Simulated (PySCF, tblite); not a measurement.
# C₂H₈NSSi₂ radical: geometry, infrared bands and EPR parameters

Wanted: the infrared bands and EPR parameters of C₂H₈NSSi₂ radical (`C=N[SiH]CS[SiH3]`), by calculation.

Computed with tblite 0.8.0 and PySCF 2.14.0, with density-fitted response routines of our own, on a single molecule in the gas phase. Atoms are numbered from 0 throughout.

## (1) The molecule as given

14 atoms, charge 0, multiplicity 2; geometry from: force field or distance geometry start.

Bonds of the start (Å): C0–N1 1.27, N1–Si2 1.75, Si2–C3 1.84, C3–S4 1.81, S4–Si5 2.15, C0–H6 1.11, C0–H7 1.10, Si2–H8 1.49, C3–H9 1.10, C3–H10 1.10, Si5–H11 1.48, Si5–H12 1.49, Si5–H13 1.48.

## (2) Relaxing the molecule with GFN2-xTB

Job settings and geometry (Å):

```
{"job": {"kind": "relax", "xc": "GFN2-xTB", "basis": "xTB"}, "charge": 0, "multiplicity": 2}
C     -2.308200     1.340800    -0.470400
N     -1.161600     0.798500    -0.377700
Si    -1.005600    -0.843300    -0.969000
C      0.301900    -1.663400     0.024500
S      1.966100    -1.211400    -0.528900
Si     2.355600     0.700500     0.382100
H     -2.454200     2.377200    -0.105200
H     -3.207900     0.869400    -0.899600
H     -2.325000    -1.497400    -0.755800
H      0.209200    -2.756400    -0.084700
H      0.191900    -1.466700     1.101200
H      1.848800     1.786700    -0.482800
H      3.827400     0.849000     0.520900
H      1.761000     0.715900     1.738200
```

On the command line:

```
$ OMP_NUM_THREADS=1 python probes_run.py task.json out
```

This one command runs all jobs of the session in turn.

Standard output:

```text
step      E/eV     max force
  0    -487.64741    1.925
  1    -487.76010    0.818
  2    -487.80397    0.627
  3    -487.83214    0.629
  4    -487.87800    0.683
  5    -487.92680    0.765
  6    -487.97919    0.608
  7    -488.01310    0.528
  8    -488.04687    0.545
  9    -488.07368    0.487
 10    -488.10339    0.388
 11    -488.13682    0.486
 12    -488.17375    0.526
 13    -488.21039    0.480
 14    -488.23586    0.385
 15    -488.25364    0.320
 16    -488.26660    0.287
 17    -488.27325    0.310
 18    -488.28019    0.251
 19    -488.28514    0.178
 20    -488.28907    0.157
 21    -488.29176    0.195
 22    -488.29581    0.191
 23    -488.29903    0.147
 24    -488.30195    0.146
 25    -488.30470    0.138
 26    -488.30812    0.179
 27    -488.31212    0.182
 28    -488.31622    0.177
 29    -488.31954    0.158
 30    -488.32235    0.128
 31    -488.32529    0.155
 32    -488.32864    0.178
 33    -488.33235    0.181
 34    -488.33573    0.180
 35    -488.33840    0.135
 36    -488.34086    0.141
 37    -488.34374    0.134
 38    -488.34642    0.102
 39    -488.34789    0.079
 40    -488.34863    0.153
 41    -488.34963    0.102
 42    -488.35092    0.096
 43    -488.35381    0.161
 44    -488.35530    0.147
 45    -488.35717    0.091
 46    -488.35862    0.079
 47    -488.36030    0.075
 48    -488.36182    0.099
 49    -488.36264    0.081
 50    -488.36378    0.152
 51    -488.36465    0.119
 52    -488.36796    0.103
 53    -488.36872    0.093
 54    -488.37114    0.096
 55    -488.37250    0.090
 56    -488.37398    0.091
 57    -488.37485    0.091
 58    -488.37533    0.079
 59    -488.37600    0.081
 60    -488.37681    0.070
 61    -488.37840    0.096
 62    -488.37958    0.100
 63    -488.38056    0.088
 64    -488.38174    0.099
 65    -488.38339    0.117
 66    -488.38547    0.117
 67    -488.38828    0.126
 68    -488.39091    0.133
 69    -488.39283    0.079
 70    -488.39416    0.106
 71    -488.39536    0.085
 72    -488.39667    0.081
 73    -488.39862    0.102
 74    -488.40026    0.095
 75    -488.40137    0.067
 76    -488.40188    0.048
 77    -488.40217    0.051
 78    -488.40246    0.046
 79    -488.40308    0.052
 80    -488.40350    0.054
 81    -488.40407    0.044
 82    -488.40446    0.042
 83    -488.40479    0.040
 84    -488.40508    0.048
 85    -488.40541    0.055
 86    -488.40576    0.040
 87    -488.40607    0.036
 88    -488.40637    0.047
 89    -488.40669    0.046
 90    -488.40721    0.057
 91    -488.40781    0.055
 92    -488.40852    0.068
 93    -488.40904    0.047
 94    -488.40932    0.038
 95    -488.40950    0.033
 96    -488.40968    0.037
 97    -488.40992    0.045
 98    -488.41027    0.040
 99    -488.41063    0.060
100    -488.41091    0.048
101    -488.41114    0.039
102    -488.41135    0.032
103    -488.41153    0.025
104    -488.41168    0.031
105    -488.41181    0.026
106    -488.41198    0.034
107    -488.41224    0.040
108    -488.41260    0.039
109    -488.41294    0.033
110    -488.41315    0.030
111    -488.41327    0.026
112    -488.41336    0.025
113    -488.41350    0.032
114    -488.41372    0.046
115    -488.41409    0.079
116    -488.41469    0.106
117    -488.41550    0.106
118    -488.41631    0.073
119    -488.41680    0.059
120    -488.41700    0.028
121    -488.41708    0.025
122    -488.41718    0.027
123    -488.41731    0.029
124    -488.41748    0.030
125    -488.41760    0.019
126    -488.41765    0.017
127    -488.41767    0.008
```

Wall time 0.98 s (1 thread of Arm Neoverse V1, shared host); peak memory 0.18 GiB.

The steps of the relaxation: (not every step is listed)

| step | energy from step 0 (eV) | largest force (eV/Å) |
| --- | --- | --- |
| 0 | 0.0000 | 1.9254 |
| 1 | -0.1127 | 0.8183 |
| 2 | -0.1566 | 0.6274 |
| 3 | -0.1847 | 0.6290 |
| 4 | -0.2306 | 0.6832 |
| 5 | -0.2794 | 0.7649 |
| 6 | -0.3318 | 0.6077 |
| 7 | -0.3657 | 0.5283 |
| 8 | -0.3995 | 0.5446 |
| 19 | -0.6377 | 0.1781 |
| 30 | -0.6749 | 0.1283 |
| 41 | -0.7022 | 0.1017 |
| 52 | -0.7206 | 0.1032 |
| 63 | -0.7332 | 0.0880 |
| 74 | -0.7529 | 0.0950 |
| 85 | -0.7580 | 0.0553 |
| 96 | -0.7623 | 0.0372 |
| 107 | -0.7648 | 0.0396 |
| 118 | -0.7689 | 0.0726 |
| 122 | -0.7698 | 0.0271 |
| 123 | -0.7699 | 0.0294 |
| 124 | -0.7701 | 0.0297 |
| 125 | -0.7702 | 0.0189 |
| 126 | -0.7702 | 0.0172 |
| 127 | -0.7703 | 0.0079 |

Distances of close pairs at the start and the end, largest changes first:

| bond | before (Å) | after (Å) | change (Å) |
| --- | --- | --- | --- |
| N1–Si2 | 1.752 | 1.646 | -0.106 |
| Si2–C3 | 1.836 | 1.884 | +0.048 |
| C3–S4 | 1.811 | 1.845 | +0.034 |
| Si5–H12 | 1.486 | 1.452 | -0.033 |
| Si2–H8 | 1.488 | 1.457 | -0.031 |
| C0–N1 | 1.272 | 1.302 | +0.030 |
| C0–H6 | 1.109 | 1.078 | -0.030 |
| Si5–H13 | 1.481 | 1.458 | -0.023 |

The final coordinates are the input of the step that follows.

## (3) Vibrational analysis with GFN2-xTB

Job settings and geometry (Å):

```
{"job": {"kind": "ir", "xc": "GFN2-xTB", "basis": "xTB"}, "charge": 0, "multiplicity": 2}
C     -2.447825     1.499359    -0.319882
N     -1.608075     0.538255    -0.062895
Si    -1.057568    -0.858335    -0.738587
C      0.224376    -1.672306     0.375865
S      1.933020    -1.426597    -0.276268
Si     2.293355     0.619219     0.220464
H     -2.579457     2.261631     0.431517
H     -3.017348     1.585416    -1.235649
H     -1.183389    -1.511490    -2.034787
H      0.106911    -2.753141     0.406139
H      0.203060    -1.295408     1.395142
H      1.325856     1.441433    -0.495847
H      3.658929     0.809915    -0.236005
H      2.147475     0.761576     1.663770
```

Standard output:

```text
mode    cm-1     km/mol
  1      35.8      4.76
  2      42.9      5.37
  3     103.9      0.33
  4     134.1      6.05
  5     138.8     10.58
  6     177.4      0.22
  7     214.4      2.10
  8     301.6     26.27
  9     367.8     10.23
 10     424.4      3.62
 11     511.3     48.27
 12     534.9     51.58
 13     558.9     33.22
 14     639.0     32.65
 15     656.9     95.21
 16     713.5     26.19
 17     737.0     44.50
 18     744.9    140.23
 19     766.7    312.48
 20     776.4    103.50
 21     787.4    181.32
 22     945.4     55.68
 23    1075.5      5.50
 24    1101.9     18.81
 25    1170.6      1.92
 26    1421.8     16.80
 27    1430.9      2.32
 28    1479.3     78.28
 29    2304.4    272.14
 30    2310.4    153.85
 31    2315.9    177.74
 32    2363.1    228.34
 33    2999.9      9.22
 34    3006.8      4.83
 35    3009.9     53.10
 36    3072.9     19.04
```

It took 0.53 s on 1 thread of Arm Neoverse V1, shared host; peak memory 0.18 GiB.

Which atoms move in the most intense modes:

| cm⁻¹ | km/mol | atoms |
| --- | --- | --- |
| 745 | 140.2 | H12 48 %, H11 18 %, H13 12 % |
| 767 | 312.5 | H12 34 %, H11 25 %, H13 23 % |
| 776 | 103.5 | C3 52 %, Si2 19 % |
| 787 | 181.3 | H11 49 %, H13 45 % |
| 2304 | 272.1 | H11 54 %, H13 41 % |
| 2310 | 153.8 | H8 84 % |
| 2316 | 177.7 | H13 51 %, H11 35 %, H8 12 % |
| 2363 | 228.3 | H12 97 % |

## (4) g tensor and hyperfine couplings: B3LYP/pcH-1

The job, as its differences from that of step 3:

```diff
@@ -1,2 +1,2 @@
-{"job": {"kind": "ir", "xc": "GFN2-xTB", "basis": "xTB"}, "charge": 0, "multiplicity": 2}
+{"job": {"kind": "epr", "basis": "pcH-1"}, "charge": 0, "multiplicity": 2}
 C     -2.447825     1.499359    -0.319882
```

With the program's defaults for keys left out, this is: UKS B3LYP, pcH-1 on C H N S Si, non-relativistic, mean-field spin-orbit, GIAO.

Standard output:

```text
UKS, coarse grid
  cycle   1  E = -1112.86648623  |g| = 4.00e-01
  cycle   2  E = -1112.67320183  |g| = 7.27e-01
  cycle   3  E = -1112.93768704  |g| = 1.01e-01
  cycle   4  E = -1112.94171373  |g| = 5.52e-02
  cycle   5  E = -1112.94326375  |g| = 1.19e-02
  cycle   6  E = -1112.94337059  |g| = 6.21e-03
  cycle   7  E = -1112.94339934  |g| = 2.89e-03
  cycle   8  E = -1112.94340794  |g| = 1.21e-03
  cycle   9  E = -1112.94340915  |g| = 5.58e-04
UKS, final grid
  cycle   1  E = -1112.94343784  |g| = 9.30e-04
  cycle   2  E = -1112.94343688  |g| = 1.69e-03
  cycle   3  E = -1112.94343829  |g| = 1.35e-04
  cycle   4  E = -1112.94343830  |g| = 3.71e-05
  cycle   5  E = -1112.94343830  |g| = 3.45e-05
  cycle   6  E = -1112.94343830  |g| = 6.71e-06
E = -1112.94343830 Eh   <S^2> = 0.7681 (exact 0.7500)
g shifts (ppm)      1          2          3
  rmc          -134       -134       -134
  gc             15          5         32
  oz_so       -1716       -447        929
  total       -1835       -576        828
hyperfine (MHz)  atom isotope    a_iso     a_fc   dipolar eigenvalues
    0   13C      45.82      45.91    -41.21    -38.86     80.07
    1   14N      -9.10      -9.10     -9.92      3.48      6.44
    2  29Si    -132.65    -133.59   -148.32     73.06     75.26
    3   13C      -5.40      -5.40     -1.11      0.22      0.89
    4   33S      15.22      15.23     -6.08     -5.57     11.65
    5  29Si      -3.91      -3.93     -0.83      0.24      0.59
    6    1H     -35.01     -35.01    -19.21     -0.27     19.48
    7    1H     -32.48     -32.48    -16.89     -1.03     17.93
    8    1H     -33.30     -33.31     -9.13      2.99      6.13
    9    1H      14.70      14.70     -2.71     -1.32      4.03
   10    1H       1.09       1.09     -2.52     -0.98      3.50
   11    1H      -1.42      -1.42     -2.08     -1.05      3.13
   12    1H      -0.80      -0.80     -0.73     -0.23      0.96
   13    1H      -0.56      -0.56     -0.75     -0.39      1.14
```

Run time: 95 s. Hardware: 1 thread of Arm Neoverse V1, shared host; peak memory 0.98 GiB.

Principal g values 2.00048, 2.00174, 2.00315; g(iso) = 2.00179, against 2.00232 for a free electron.

Mean a(iso) over the nuclei that a row names, and the largest dipolar term of the row (other rows stand at the frozen geometry):

| nuclei | isotope | a(iso) (MHz) | a(iso) (G, at g = 2.0023) | largest dipolar term (MHz) |
| --- | --- | --- | --- | --- |
| Si2 | 29Si | -132.7 | -47.3 | -148.3 |
| C0 | 13C | 45.8 | 16.4 | 80.1 |
| H6 | 1H | -35.0 | -12.5 | 19.5 |
| H8 | 1H | -33.3 | -11.9 | -9.1 |
| H7 | 1H | -32.5 | -11.6 | 17.9 |
| S4 | 33S | 15.2 | 5.4 | 11.7 |
| N1 | 14N | -9.1 | -3.2 | -9.9 |
| H9, H10 | 1H | 7.9 | 2.8 | 4.0 |
| C3 | 13C | -5.4 | -1.9 | -1.1 |
| Si5 | 29Si | -3.9 | -1.4 | -0.8 |
| H11, H12, H13 | 1H | -0.9 | -0.3 | 3.1 |

Mulliken spin populations:

C0 0.49; N1 -0.16; Si2 0.74; C3 -0.04; S4 0.04; Si5 0.00; H6 -0.03; H7 -0.02; H8 -0.03; H9 0.00; H10 0.00; H11 0.00; H12 0.00; H13 0.00

In first order the couplings over 0.8 MHz of 1H, 14N give 288 distinct lines over 49.1 G, if the averaged nuclei exchange fast.

Orbitals, density, ELF and potential are computed afterwards from the orbital file.

ELF in a plane through or near 5 of the atoms.

Ten even steps from '0' (0.00) to '9' (1.00):
```
0000000000000000000000000000
0000000000000000000000000000
0000000000000000000000000000
0000000000000000000000000000
0000166411147720000000000000
0001799962699950001210000000
0003999971799950013421000000
0002899916199900135667840000
0000145411167201345599993000
0000001488730035664279993000
0000014666740145785116861000
0000168667252515235100000000
0000278922653616514200000000
0000157886312322576310000000
0000024542011114775420000000
0000000000000001333200000000
0000000000000000010000000000
0000000000000000000000000000
0000000000000000000000000000
0000000000000000000000000000
```
The map spans 12.2 Å across and 10.3 Å up, centred on the molecule. Atoms in the plane (x, y in Å): Si2 (0.9, -1.2), S4 (-2.2, -0.9), Si5 (-2.1, 1.2), H7 (3.5, 0.6), H11 (-0.8, 1.7).

log10 of the density (e/Å³) in the same plane.

Ten even steps from '0' (-4.0) to '9' (1.7):
```
0000000000000000000000000000
0000000000000000000000000000
0000000111110000000000000000
0000122222222210000000000000
0001233443343321111222100000
0012345555555432223333210000
0012456666666543334444321000
0012456678766543445566542100
0012345667665444556667643200
0001245566654455666666643200
0001345677655556666555532100
0002346699765568765443321000
0002345677666669865432110000
0001244566555556655432100000
0000234444444455554322100000
0000022333334334443321000000
0000000111222222222210000000
0000000000011111111000000000
0000000000000000000000000000
0000000000000000000000000000
```
The map spans 12.2 Å across and 10.3 Å up, centred on the molecule. Atoms in the plane (x, y in Å): Si2 (0.9, -1.2), S4 (-2.2, -0.9), Si5 (-2.1, 1.2), H7 (3.5, 0.6), H11 (-0.8, 1.7).

On the surface of density 0.002 e/bohr³ the electrostatic potential runs, from the 1st to the 99th percentile, from -1.10 V near N1 to 1.20 V near H13.

The spin density lies nearest to Si2 38 %; C0 26 %; N1 12 % (beta excess); H8 6 %.

## (5) Outcome

```
                                 quantity                    value
strongest single infrared mode (GFN2-xTB)     767 cm⁻¹, 312 km/mol
             zero-point energy (GFN2-xTB)            56.3 kcal/mol
                           g(iso) (B3LYP)                  2.00179
                                     ⟨S²⟩       0.768 (exact 0.75)
       largest a(iso) (averaged by class)  29Si on Si2, -132.7 MHz
    surface potential, 1st and 99th percentile       -1.10 V and 1.20 V
```

In words: Over 127 steps the energy fell by 0.770 eV; of the close pairs, N1–Si2 changed most, 1.752 to 1.646 Å. All 36 modes are real, so the xTB geometry is a minimum. The strongest single mode, at 767 cm⁻¹, has its largest shares on H12, H11 and H13 (the list is cut at 3 atoms). Unscaled tight-binding wavenumbers are off by several per cent, some by more. Its intensities can rank the bands wrongly. Si2 carries the largest spin population, 0.74 e. The isotropic g lies 0.5 ppt below the free-electron value.
